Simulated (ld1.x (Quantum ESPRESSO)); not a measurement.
# Pseudopotential generation for titanium: PAW, PBE

Do these settings give a usable potential? It is generated, then checked for transferability, scattering, ghosts and hardness.

The numbers are computed with ld1.x (Quantum ESPRESSO) 7.5 (PBE, scalar-relativistic, spin-unpolarised reference atom).

## 1. Starting point

Typed settings, in words:

| Property | Result |
| --- | --- |
| element | titanium (Ti, Z = 22) |
| type | PAW |
| frozen core | [Ar] |
| valence charge | 4 |
| reference configuration | 3d1 4s0 4p0 (charge +3) |
| partial waves | 4s (bound, empty): rcut 1.85, rcutus 1.95 bohr; 4s channel at 2.65 Ry: rcut 1.85, rcutus 1.95 bohr; 4p (bound, empty): rcut 1.55, rcutus 2.15 bohr; 4p channel at 3.25 Ry: rcut 1.55, rcutus 2.15 bohr; 3d (bound): rcut 2.05, rcutus 2.55 bohr; 3d channel at -0.7 Ry: rcut 2.05, rcutus 2.55 bohr |
| local potential | all-electron potential smoothed inside 1.95 bohr (lloc = -1) |
| core correction | Bessel-smoothed model core inside 1.45 bohr |
| augmentation charge | PSQ, radius 1.20 bohr |

An earlier all-electron run gives the scale for the radii.

All-electron outer shells of the reference configuration (PBE, scalar-relativistic, ld1.x):

```
shell  level (eV)  outermost node (bohr)  outermost maximum (bohr)
   3p      -70.92                   0.37                      0.89
   3d      -34.69                      –                      0.92
   4s      -26.44                   1.20                      2.39
   4p      -20.90                   1.30                      2.67
   4f       -8.70                      –                      4.25
```

## 2. The generation run

Input file Ti.in:

```
 &input
   title='Ti', zed=22., rel=1, dft='PBE', iswitch=3,
   config='[Ar] 3d1 4s0 4p0',
   nld=3, rlderiv=2.75, eminld=-5.0, emaxld=5.0, deld=0.02
 /
 &inputp
   pseudotype=3, lpaw=.true., tm=.true., lloc=-1, rcloc=1.95,
   nlcc=.true., new_core_ps=.true., rcore=1.45,
   which_augfun='PSQ', rmatch_augfun=1.20,
   file_pseudopw='Ti.UPF', file_wfcaegen='ae.wfc', file_wfcncgen='nc.wfc', file_beta='beta', file_chi='chi', file_wfcusgen='us.wfc'
 /
6
4S  1  0   0.00   0.00  1.85  1.95  0.0
4S  1  0   0.00   2.65  1.85  1.95  0.0
4P  2  1   0.00   0.00  1.55  2.15  0.0
4P  2  1   0.00   3.25  1.55  2.15  0.0
3D  3  2   1.00   0.00  2.05  2.55  0.0
3D  3  2   0.00  -0.70  2.05  2.55  0.0
 &test
   configts(1)='3d1 4s0 4p0'
 /
```

On the command line:

```sh
$ ld1.x < Ti.in > Ti.out
```

The output, Ti.out (without the banner and most projector matrices):

```text
     Program LD1 v.7.5
     --------------------------- All-electron run ----------------------------

     Ti
     scalar relativistic calculation

     atomic number is 22.00
     dft =PBE   lsd =0 sic =0 latt =0  beta=0.20 tr2=1.0E-14
     Exchange-correlation= PBE
                           (   1   4   3   4   0   0   0)
     mesh =1177 r(mesh) = 100.37945 a.u. xmin = -7.00 dx = 0.01250
     1 Ry =  13.60569312 eV, c = 137.03599908

     n l     nl                  e(Ry)          e(Ha)          e(eV)
     1 0     1S 1( 2.00)      -360.3198      -180.1599     -4902.4011
     2 0     2S 1( 2.00)       -41.9629       -20.9814      -570.9343
     2 1     2P 1( 6.00)       -35.1482       -17.5741      -478.2162
     3 0     3S 1( 2.00)        -6.9856        -3.4928       -95.0436
     3 1     3P 1( 6.00)        -5.2127        -2.6063       -70.9218
     3 2     3D 1( 1.00)        -2.5498        -1.2749       -34.6913
     4 0     4S 1( 0.00)        -1.9436        -0.9718       -26.4442
     4 1     4P 1( 0.00)        -1.5358        -0.7679       -20.8961

     final scf error:  4.5E-15 reached in  22 iterations

     Etot =   -1703.612957 Ry,    -851.806478 Ha,  -23178.835093 eV

     Ekin =    1718.099961 Ry,     859.049980 Ha,   23375.940822 eV
     Encl =   -4004.138672 Ry,   -2002.069336 Ha,  -54479.081996 eV
     Eh   =     664.603079 Ry,     332.301539 Ha,    9042.385538 eV
     Exc  =     -82.177324 Ry,     -41.088662 Ha,   -1118.079457 eV

     normalization and overlap integrals

     s(1S/1S) =  1.000000  <r> =   0.0696  <r2> =    0.0065  r(max) =   0.0455
     s(2S/2S) =  1.000000  <r> =   0.3249  <r2> =    0.1248  r(max) =   0.2682
     s(2P/2P) =  1.000000  <r> =   0.2899  <r2> =    0.1037  r(max) =   0.2196
     s(3S/3S) =  1.000000  <r> =   0.9925  <r2> =    1.1325  r(max) =   0.8685
     s(3P/3P) =  1.000000  <r> =   1.0567  <r2> =    1.3065  r(max) =   0.8904
     s(3D/3D) =  1.000000  <r> =   1.2633  <r2> =    1.9742  r(max) =   0.9245
     s(4S/4S) =  1.000000  <r> =   2.6151  <r2> =    7.6860  r(max) =   2.3904
     s(4P/4P) =  1.000000  <r> =   2.9555  <r2> =    9.8594  r(max) =   2.6750

     ------------------------ End of All-electron run ------------------------

     --------------------- Generating PAW atomic setup --------------------

      Generating local potential from pseudized AE potential:
      Matching radius rcloc =   1.9500

      Local pseudo, rcloc= 1.933 Estimated cut-off energy=     6.08 Ry

      Computing core charge for nlcc:

       r > 1.47 : true rho core
      Core charge pseudized with two Bessel functions
      Integrated core pseudo-charge :   9.80
      Wfc-us  4S rcutus= 1.933  Estimated cut-off energy=    31.61 Ry
      Wfc-us  4S rcutus= 1.933  Estimated cut-off energy=    16.88 Ry
      Wfc-us  4P rcutus= 2.136  Estimated cut-off energy=    15.15 Ry
      Wfc-us  4P rcutus= 2.136  Estimated cut-off energy=    24.10 Ry
      Wfc-us  3D rcutus= 2.545  Estimated cut-off energy=    18.73 Ry
      Wfc-us  3D rcutus= 2.545  Estimated cut-off energy=    16.19 Ry

     Required augmentation: PSQ   radius:    1.200000

     Q pseudized with Bessel functions
     Expected ecutrho=     311.9218 due to l1=  1   l2=  2

     Estimated PAW energy =  -83.769107 Ryd

     The PAW screened D coefficients
     2.12762    -0.47026     0.00000     0.00000     0.00000     0.00000
    -0.47026     0.59918     0.00000     0.00000     0.00000     0.00000
     0.00000     0.00000     0.09992     0.40844     0.00000     0.00000
     0.00000     0.00000     0.40844     1.03879     0.00000     0.00000
     0.00000     0.00000     0.00000     0.00000    -2.15000    -0.56267
     0.00000     0.00000     0.00000     0.00000    -0.56267     0.08311

     The PAW descreened D coefficients (US)
    -3.17982    -0.30342     0.00000     0.00000     0.00000     0.00000
    -0.30342     1.05564     0.00000     0.00000     0.00000     0.00000
     0.00000     0.00000     0.96824     1.23334     0.00000     0.00000
     0.00000     0.00000     1.23334     1.32631     0.00000     0.00000
     0.00000     0.00000     0.00000     0.00000     3.33134     1.99176
     0.00000     0.00000     0.00000     0.00000     1.99176     1.06092

     ------------------- End of pseudopotential generation -------------------

     [... the all-electron block is printed once more ...]


     Computing logarithmic derivative in   2.75999

       Warning: n=1, l=0 expected 0 nodes, found 1
       Setting wfc to zero for this iteration
       (This warning will only be printed once per wavefunction)

       Zero norm: self consistency problem; state:  2 (l=  0, j=0.0)

       Warning: n=2, l=1 expected 0 nodes, found 1
       Setting wfc to zero for this iteration
       (This warning will only be printed once per wavefunction)

       Zero norm: self consistency problem; state:  3 (l=  1, j=0.0)
     Computing logarithmic derivative in   2.75999
     Computing the partial wave expansion
     R is outside the sphere for l=    0 j= 0.00
     R is outside the sphere for l=    0 j= 0.00
     R is outside the sphere for l=    1 j= 0.00
     R is outside the sphere for l=    1 j= 0.00
     R is outside the sphere for l=    2 j= 0.00
     R is outside the sphere for l=    2 j= 0.00

     ---------------------- Testing the pseudopotential ----------------------

     Ti
     scalar relativistic calculation

     atomic number is 22.00   valence charge is  4.00
     dft = SLA  PW   PBX  PBC   lsd =0 sic =0 latt =0  beta=0.20 tr2=1.0E-14
     mesh =1177 r(mesh) = 100.37945 xmin = -7.00 dx = 0.01250

     n l     nl             e AE (Ry)        e PS (Ry)    De AE-PS (Ry)
     3 2     3D   1( 1.00)       -2.54976       -2.54976        0.00000
     1 0     4S   1( 0.00)       -1.94362       -1.94362        0.00000
     2 1     4P   1( 0.00)       -1.53584       -1.53584        0.00000

     eps = 7.9E-18  iter =  3

     Etot =   -1703.612957 Ry,    -851.806478 Ha,  -23178.835093 eV
     Etotps =   -83.769107 Ry,     -41.884554 Ha,   -1139.736765 eV

     Ekin =       9.594980 Ry,       4.797490 Ha,     130.546356 eV
     Encl =     -11.912382 Ry,      -5.956191 Ha,    -162.076212 eV
     Ehrt =       0.725619 Ry,       0.362809 Ha,       9.872544 eV
     Ecxc =     -82.177324 Ry,     -41.088662 Ha,   -1118.079452 eV
     (Ecc =     -15.192405 Ry,      -7.596202 Ha,    -206.703194 eV)

     ---------------------- End of pseudopotential test ----------------------
```

Wall time 2 s (1 thread, shared host). (Generation and the later configuration tests together.)

Partial waves on a coarse radial grid (AE all-electron, PS pseudo):

```tsv
r (bohr)	4p AE	4p PS	4s AE	4s PS
0.128	0.1900	-0.0016	-0.1129	0.3518
0.255	0.1496	-0.0060	-0.2139	0.6546
0.382	-0.0390	-0.0115	-0.0111	0.8735
0.510	-0.2165	-0.0157	0.2180	0.9854
0.638	-0.3217	-0.0159	0.3524	0.9822
0.765	-0.3491	-0.0090	0.3768	0.8769
0.893	-0.3138	0.0077	0.3153	0.6929
1.020	-0.2361	0.0357	0.2003	0.4655
1.148	-0.1326	0.0763	0.0578	0.2244
1.275	-0.0185	0.1285	-0.0901	0.0000
1.402	0.0970	0.1909	-0.2312	-0.1923
1.530	0.2083	0.2613	-0.3586	-0.3473
1.658	0.3101	0.3356	-0.4670	-0.4658
1.785	0.3993	0.4089	-0.5543	-0.5546
1.912	0.4755	0.4778	-0.6217	-0.6217
2.040	0.5388	0.5389	-0.6705	-0.6705
2.168	0.5887	0.5887	-0.7018	-0.7018
2.295	0.6257	0.6257	-0.7177	-0.7177
2.422	0.6509	0.6509	-0.7204	-0.7204
2.550	0.6656	0.6656	-0.7120	-0.7120
2.678	0.6706	0.6706	-0.6945	-0.6945
2.805	0.6674	0.6674	-0.6700	-0.6700
2.932	0.6572	0.6572	-0.6401	-0.6401
3.060	0.6411	0.6411	-0.6062	-0.6062
3.188	0.6204	0.6204	-0.5698	-0.5698
3.315	0.5962	0.5962	-0.5323	-0.5323
```

## 3. Configuration tests

Input file Ti.test.in:

```
 &input
   title='Ti', zed=22., rel=1, dft='PBE', iswitch=2,
   config='[Ar] 3d1 4s0 4p0'
 /
 &test
   file_pseudo='Ti.UPF', nconf=8,
   configts(1)='3d1 4s0 4p0',
   configts(2)='3d2 4s2 4p0',
   configts(3)='3d2 4s1 4p0',
   configts(4)='3d2 4s0 4p0',
   configts(5)='3d1 4s2 4p0',
   configts(6)='3d2 4s1 4p1',
   configts(7)='3d2 4s0 4p2',
   configts(8)='3d3 4s1 4p0'
 /
```

On the command line:

```sh
$ ld1.x < Ti.test.in > Ti.test.out
```

Ti.test.out, the pseudopotential blocks, each with the warnings that came before it:

```text
     Warning: n=1, l=0 expected 0 nodes, found 1
     Warning: n=2, l=1 expected 0 nodes, found 1
     ---------------------- Testing the pseudopotential ----------------------

     Ti
     scalar relativistic calculation

     atomic number is 22.00   valence charge is  4.00
     dft =SLA  PW   PBX  PBC   lsd =0 sic =0 latt =0  beta=0.20 tr2=1.0E-14
     mesh =1177 r(mesh) = 100.37945 xmin = -7.00 dx = 0.01250

     n l     nl             e AE (Ry)        e PS (Ry)    De AE-PS (Ry)
     3 2     3D   1( 1.00)       -2.54976       -2.54976        0.00000
     1 0     4S   1( 0.00)       -1.94362       -1.94362        0.00000
     2 1     4P   1( 0.00)       -1.53584       -1.53584        0.00000

     eps = 7.9E-18  iter =  3

     Etot =   -1703.612957 Ry,    -851.806478 Ha,  -23178.835093 eV
     Etotps =   -83.769107 Ry,     -41.884554 Ha,   -1139.736765 eV

     Ekin =       9.594980 Ry,       4.797490 Ha,     130.546356 eV
     Encl =     -11.912382 Ry,      -5.956191 Ha,    -162.076212 eV
     Ehrt =       0.725619 Ry,       0.362809 Ha,       9.872544 eV
     Ecxc =     -82.177324 Ry,     -41.088662 Ha,   -1118.079452 eV
     (Ecc =     -15.192405 Ry,      -7.596202 Ha,    -206.703194 eV)

     ---------------------- End of pseudopotential test ----------------------

     BEWARE! Errors in PS-KS equations
     Warning: n=3, l=2 expected 0 nodes, found 1
     ---------------------- Testing the pseudopotential ----------------------

     Ti
     scalar relativistic calculation

     atomic number is 22.00   valence charge is  4.00
     dft =SLA  PW   PBX  PBC   lsd =0 sic =0 latt =0  beta=0.20 tr2=1.0E-14
     mesh =1177 r(mesh) = 100.37945 xmin = -7.00 dx = 0.01250

     n l     nl             e AE (Ry)        e PS (Ry)    De AE-PS (Ry)
     3 2     3D   1( 2.00)       -0.31302       -0.00809       -0.30493  !
     1 0     4S   1( 2.00)       -0.32830       -0.32830        0.00000
     2 1     4P   1( 0.00)       -0.10777       -0.14010        0.03233  !

     eps = 4.5E-16  iter = 23

     Etot =   -1707.131133 Ry,    -853.565567 Ha,  -23226.702321 eV
     Etotps =   -81.190436 Ry,     -40.595218 Ha,   -1104.652151 eV
     dEtot_ae =      -3.518176 Ry
     dEtot_ps =       2.578672 Ry,   Delta E=      -6.096848 Ry

     Ekin =      -0.672767 Ry,      -0.336384 Ha,      -9.153466 eV
     Encl =       0.000000 Ry,       0.000000 Ha,       0.000000 eV
     Ehrt =       0.000000 Ry,       0.000000 Ha,       0.000000 eV
     Ecxc =     -80.517668 Ry,     -40.258834 Ha,   -1095.498686 eV
     (Ecc =     -15.192405 Ry,      -7.596202 Ha,    -206.703194 eV)

     ---------------------- End of pseudopotential test ----------------------

     BEWARE! Errors in PS-KS equations
     ---------------------- Testing the pseudopotential ----------------------

     Ti
     scalar relativistic calculation

     atomic number is 22.00   valence charge is  4.00
     dft =SLA  PW   PBX  PBC   lsd =0 sic =0 latt =0  beta=0.20 tr2=1.0E-14
     mesh =1177 r(mesh) = 100.37945 xmin = -7.00 dx = 0.01250

     n l     nl             e AE (Ry)        e PS (Ry)    De AE-PS (Ry)
     3 2     3D   1( 2.00)       -0.83550       -1.38378        0.54827  !
     1 0     4S   1( 1.00)       -0.76075       -0.76075        0.00000
     2 1     4P   1( 0.00)       -0.48549       -0.39081       -0.09468  !

     eps = 5.7E-15  iter = 16

     Etot =   -1706.591160 Ry,    -853.295580 Ha,  -23219.355616 eV
     Etotps =   -86.470473 Ry,     -43.235236 Ha,   -1176.490715 eV
     dEtot_ae =      -2.978204 Ry
     dEtot_ps =      -2.701365 Ry,   Delta E=      -0.276838 Ry

     Ekin =      14.948078 Ry,       7.474039 Ha,     203.378962 eV
     Encl =     -20.482927 Ry,     -10.241463 Ha,    -278.684413 eV
     Ehrt =       2.508106 Ry,       1.254053 Ha,      34.124516 eV
     Ecxc =     -83.443730 Ry,     -41.721865 Ha,   -1135.309781 eV
     (Ecc =     -15.192405 Ry,      -7.596202 Ha,    -206.703194 eV)

     ---------------------- End of pseudopotential test ----------------------

     ---------------------- Testing the pseudopotential ----------------------

     Ti
     scalar relativistic calculation

     atomic number is 22.00   valence charge is  4.00
     dft =SLA  PW   PBX  PBC   lsd =0 sic =0 latt =0  beta=0.20 tr2=1.0E-14
     mesh =1177 r(mesh) = 100.37945 xmin = -7.00 dx = 0.01250

     n l     nl             e AE (Ry)        e PS (Ry)    De AE-PS (Ry)
     3 2     3D   1( 2.00)       -1.44648       -1.38378       -0.06271  !
     1 0     4S   1( 0.00)       -1.24186       -1.24186        0.00000
     2 1     4P   1( 0.00)       -0.91224       -0.91899        0.00675  !

     eps = 8.2E-15  iter = 12

     Etot =   -1705.593615 Ry,    -852.796807 Ha,  -23205.783315 eV
     Etotps =   -85.709720 Ry,     -42.854860 Ha,   -1166.140147 eV
     dEtot_ae =      -1.980658 Ry
     dEtot_ps =      -1.940613 Ry,   Delta E=      -0.040045 Ry

     Ekin =      15.708831 Ry,       7.854415 Ha,     213.729530 eV
     Encl =     -20.482927 Ry,     -10.241463 Ha,    -278.684412 eV
     Ehrt =       2.508106 Ry,       1.254053 Ha,      34.124516 eV
     Ecxc =     -83.443730 Ry,     -41.721865 Ha,   -1135.309781 eV
     (Ecc =     -15.192405 Ry,      -7.596202 Ha,    -206.703194 eV)

     ---------------------- End of pseudopotential test ----------------------

     BEWARE! Errors in PS-KS equations
     ---------------------- Testing the pseudopotential ----------------------

     Ti
     scalar relativistic calculation

     atomic number is 22.00   valence charge is  4.00
     dft =SLA  PW   PBX  PBC   lsd =0 sic =0 latt =0  beta=0.20 tr2=1.0E-14
     mesh =1177 r(mesh) = 100.37945 xmin = -7.00 dx = 0.01250

     n l     nl             e AE (Ry)        e PS (Ry)    De AE-PS (Ry)
     3 2     3D   1( 1.00)       -1.16621       -1.23284        0.06662  !
     1 0     4S   1( 2.00)       -0.87720       -0.87720        0.00000
     2 1     4P   1( 0.00)       -0.56807       -0.73849        0.17042  !

     eps = 8.7E-16  iter = 27

     Etot =   -1706.414923 Ry,    -853.207461 Ha,  -23216.957777 eV
     Etotps =   -83.711655 Ry,     -41.855828 Ha,   -1138.955092 eV
     dEtot_ae =      -2.801966 Ry
     dEtot_ps =       0.057452 Ry,   Delta E=      -2.859418 Ry

     Ekin =       0.576878 Ry,       0.288439 Ha,       7.848824 eV
     Encl =      -3.616109 Ry,      -1.808055 Ha,     -49.199675 eV
     Ehrt =       0.255528 Ry,       0.127764 Ha,       3.476633 eV
     Ecxc =     -80.927952 Ry,     -40.463976 Ha,   -1101.080874 eV
     (Ecc =     -15.192405 Ry,      -7.596202 Ha,    -206.703194 eV)

     ---------------------- End of pseudopotential test ----------------------
```

6 tests gave no usable energy difference (3d2 4s2 4p0; 3d2 4s1 4p0; 3d1 4s2 4p0; 3d2 4s1 4p1; others); the test run stopped with "negative rho".

Excitation and ionisation energies from 3d1 4s0 4p0, with the error of the potential.

```csv
valence configuration,charge,ΔE all-electron (eV),error AE − PS (meV)
3d2 4s0 4p0,+2,-26.948,-545
```

## 4. Does it scatter like the atom?

Taken from the files of the generation run. The phase is arctan(r·u′/u) with u = r·R, unwrapped, with energies in Ry. A pole is an energy at which the radial function vanishes at the test radius. The pseudo phase is shifted by a multiple of π to meet the all-electron one at the reference energy. Levels narrower than the energy grid can be missing from the poles. Left out: s, where the overlap operator is not positive , so their phases aren't trusted. The last column is the largest difference on the grid between −1 and +1 Ry.

```tsv
channel	radius (bohr)	reference (Ry)	poles AE	poles PS	window around the reference with phases within 0.05 rad (Ry)	largest difference near zero (rad)
p	2.76	-1.54	0.62	-1.06, 0.71	-5.0 to -1.2	3.133
d	2.76	-2.55	-2.42, 1.94	-2.42, 1.49	below 1.4	0.033
```

Phases (rad) along the scan:

```tsv
E (Ry)	p AE	p PS	d AE	d PS
-5.00	1.405	1.353	1.368	1.369
-4.48	1.350	1.329	1.348	1.349
-3.96	1.313	1.298	1.319	1.319
-3.44	1.265	1.251	1.267	1.267
-2.92	1.188	1.174	1.095	1.094
-2.40	1.037	1.022	-1.601	-1.601
-1.88	0.618	0.606	-1.842	-1.842
-1.36	-0.545	-0.558	-1.996	-1.997
-0.84	-1.204	-4.263	-2.315	-2.315
-0.32	-1.416	-4.532	-3.328	-3.334
0.20	-1.517	-4.644	-4.229	-4.248
0.72	-1.582	-4.713	-4.502	-4.529
1.24	-1.633	-4.768	-4.621	-4.663
1.76	-1.684	-4.821	-4.693	-4.765
2.28	-1.744	-4.882	-4.747	-4.901
2.80	-1.831	-4.972	-4.798	-5.309
3.32	-2.003	-5.145	-4.855	-7.110
3.84	-2.524	-5.649	-4.938	-7.579
4.36	-3.797	-6.878	-5.100	-7.699
4.88	-4.317	-7.424	-5.626	-7.756
```

## 5. Cutoff and ghost test in a Bessel basis

A separate test, outside the generator: the pseudo-atom's Hamiltonian at the reference potential is diagonalised in spherical Bessel functions j_l(qr) that vanish at 20 bohr, with q² up to the cutoff.

No cutoffs are read. The overlap operator is not positive in s (lowest eigenvalue -0.168), so the test is not defined there. The ghost test is not conclusive.

## 6. Results

```
                                                quantity                                         value
                                                 cutoffs                                not determined
                                            bound ghosts                                not determined
                            largest test error (AE − PS)  -545 meV, for 3d2 4s0 4p0 (6 tests unsolved)
largest phase difference near zero energy, channels read                                     3.133 rad
         lowest eigenvalue of the overlap (Bessel basis)                                    -0.168 (s)
               density cutoff estimated by the generator                                        312 Ry
```

What this shows: The overlap operator is not positive definite in s, so a plane-wave run would break down once the basis is large enough. The worst unpolarised test, 3d2 4s0 4p0, is off by 545 meV on 26.9 eV; by total energies transferability rates as poor. The test run broke off, so later configurations gave nothing; the verdict rests on few tests. No cutoffs are read. Ghosts could not be judged. Of the channels read, p scatters worst near zero energy, by up to 3.13 rad. A step near π is an extra or missing state, not a misfit of shape. In the d channel the atom's pole at 1.94 Ry sits lower, at 1.49 Ry, in the pseudo curve. The pseudo curves have a pole with no partner nearby in the atom's: p at -1.06 Ry.
